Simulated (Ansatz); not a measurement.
**CH₃BClF: up Jacob's ladder to CCSD(T)**

How much do the methods differ for CH₃BClF? The plan is to run it at one geometry with functionals of several rungs and with coupled cluster. The yardstick is the atomisation energy at the CCSD(T) limit.

Method: functionals in def2-TZVPP, the program's frozen cores in correlated methods; program: Ansatz 0.2.0, Gaussian basis.

Plan: LDA (SPW92), PBE-D4, revPBE-D4, BLYP-D4, r2SCAN-D4, B97M-V, PBE0-D4, B3LYP-D4, r2SCANh-D4, r2SCAN0-D4, HSE06-D4, BHLYP-D4, CAM-B3LYP-D4, LC-ωPBE, ωB97X-V, ωB97M-V, B2PLYP, PBE-QIDH; CCSD(T)/def2-SVP; CCSD(T)/def2-TZVPP; MP2/def2-QZVPP; extrapolation to the limit; RPA on PBE.

1 further run of the same task is left out (it didn't finish).

## Step 1: Structure used throughout

All runs share one geometry, relaxed beforehand with PBE0-D4 in a triple-zeta def2 set.

SMILES `BC(F)Cl`, 7 atoms, charge 0, spin multiplicity 1.

Atoms are counted from 1 here; the program's logs count them from 0.

Bond lengths: B1–C2 1.550 Å, B1–H5 1.191 Å, B1–H6 1.190 Å, C2–F3 1.337 Å, C2–Cl4 1.871 Å, C2–H7 1.088 Å. Angles: C2–B1–H5 118.3°, C2–B1–H6 118.0°, H5–B1–H6 123.4°, B1–C2–F3 121.2°, B1–C2–Cl4 77.2°, B1–C2–H7 124.3°, F3–C2–Cl4 110.3°, F3–C2–H7 110.1°, Cl4–C2–H7 105.2°.

## Step 2: LDA

This LDA is Slater exchange with PW92 correlation.

in.yaml

```yaml
crystal:
  periodic: [false, false, false]
  atoms:
    - {symbol: B, position_ang: [-0.329337, 0.790041, 0.065938]}
    - {symbol: C, position_ang: [0.551832, -0.481111, -0.038057]}
    - {symbol: F, position_ang: [1.012143, -1.095017, 1.056494]}
    - {symbol: Cl, position_ang: [-1.150604, -1.121250, -0.475020]}
    - {symbol: H, position_ang: [-0.433983, 1.484441, -0.895719]}
    - {symbol: H, position_ang: [-0.766044, 1.080449, 1.134349]}
    - {symbol: H, position_ang: [1.177293, -0.725655, -0.893784]}
basis:
  gaussian: {orbitals: def2-TZVPP}
hamiltonian: {xc: lda}
output: {orbitals: {seedname: orbitals}}
```

Command:

```sh
> ansatz run in.yaml --threads 2 --pin off --events-out ev --progress --plain --max-ram 4352MiB
```

After this run come: PBE-D4 (GGA); revPBE-D4 (GGA); BLYP-D4 (GGA); r2SCAN-D4 (meta-GGA); B97M-V (meta-GGA); PBE0-D4 (hybrid); B3LYP-D4 (hybrid); r2SCANh-D4 (hybrid); r2SCAN0-D4 (hybrid); HSE06-D4 (hybrid); BHLYP-D4 (hybrid); CAM-B3LYP-D4 (range-separated); LC-ωPBE (range-separated); ωB97X-V (range-separated); ωB97M-V (range-separated); B2PLYP (double hybrid); PBE-QIDH (double hybrid); CCSD(T) in def2-SVP; CCSD(T) in def2-TZVPP; MP2 in def2-QZVPP; RPA on PBE orbitals.

**Question.** What will the summary of the whole plan be? Wanted: atomisation energy, CCSD(T)/CBS; farthest beyond LDA; mean size of error, GGA; mean size of error, meta-GGA; mean size of error, hybrid; mean size of error, range-separated; mean size of error, double hybrid; gap, smallest and largest; T1 diagnostic.

The runs gave:

| quantity | value |
| --- | --- |
| atomisation energy, CCSD(T)/CBS | 572.2 kcal/mol |
| functionals within 2.9 kcal/mol (0.5 %) | B3LYP-D4, r2SCAN0-D4, PBE-QIDH |
| farthest beyond LDA | PBE-D4 (+22.7 kcal/mol) |
| mean size of error, GGA | 10.8 kcal/mol |
| mean size of error, meta-GGA | 7.8 kcal/mol |
| mean size of error, hybrid | 7.5 kcal/mol |
| mean size of error, range-separated | 4.7 kcal/mol |
| mean size of error, double hybrid | 2.5 kcal/mol |
| gap, smallest and largest | 5.62 eV (LDA (SPW92)), 13.37 eV (LC-ωPBE) |
| T1 diagnostic | 0.0123 |
| triples share of the correlation energy | 3.8 % |

LDA overbinds by 101.3 kcal/mol (18 %). PBE-D4 misses by +22.7 kcal/mol. Double hybrids carry the basis error of their MP2 part in triple zeta, and no dispersion term here, so their miss is partly the set-up's. Taken by rung, double hybrid functionals do best (2.5 kcal/mol on average) and GGA ones worst beyond LDA (10.8 kcal/mol). Misses under about 2.9 kcal/mol are within the doubt on the reference itself, which lacks core-valence correlation, relativity and higher excitations. Hartree-Fock recovers 73 % of the binding; the rest is correlation. CCSD(T) in def2-SVP is off by -28.8 kcal/mol, worse than the median functional, from the basis alone. The gap grows from 5.6 to 13.4 eV across the functionals, mostly with the share of exact exchange.
